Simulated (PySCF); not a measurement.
# CH7BO2SSi: the cost of one run

Programs: PySCF 2.14.0, with density-fitted response routines of our own. Each step states its level of theory. These are calculated values for one molecule in the gas phase, unless marked as measured. Atoms are numbered from 0 throughout.

### 1 The starting structure

13 atoms, charge 0, multiplicity 1; geometry from: GFN2-xTB. The atoms were then displaced at random by about 0.01 Å, so the start is not that level's minimum.

Bonds of the start (Å): C0–S1 1.84, S1–Si2 2.17, Si2–B3 1.94, B3–O4 1.40, B3–O5 1.33, C0–H6 1.10, C0–H7 1.07, C0–H8 1.07, Si2–H9 1.46, Si2–H10 1.47, O4–H11 0.96, O5–H12 0.97.

### 2 Optimising the geometry at PBE0-D3(BJ)/def2-SVP

The job: settings as JSON, then the geometry in Å.

```
{"job": {"xc": "PBE0", "basis": "def2-SVP", "d3": "d3bj", "grid": 1, "shake": 0.01, "kind": "geom"}, "charge": 0, "multiplicity": 1}
C      2.266290    -0.344080    -0.184380
S      1.516030     0.955470     0.887440
Si    -0.390110     1.261760    -0.106240
B     -1.384660    -0.395820    -0.316070
O     -2.761050    -0.516480    -0.113630
O     -0.791350    -1.514300    -0.725850
H      2.494130     0.117250    -1.152760
H      3.168040    -0.658810     0.290880
H      1.542470    -1.131930    -0.286410
H     -0.059110     1.965820    -1.341010
H     -0.978630     2.266880     0.794850
H     -3.234860     0.257050     0.206120
H     -1.381390    -2.279710    -0.824540
```

Run with:

```sh
OMP_NUM_THREADS=1 python probes_run.py task.json out
```

One launch serves the whole session: the jobs run in the order shown.

**Question.** How long does this first job take on 1 thread of Arm Neoverse V2, shared host, and how much memory does it need?

About 55 s, with a peak of 0.53 GiB.
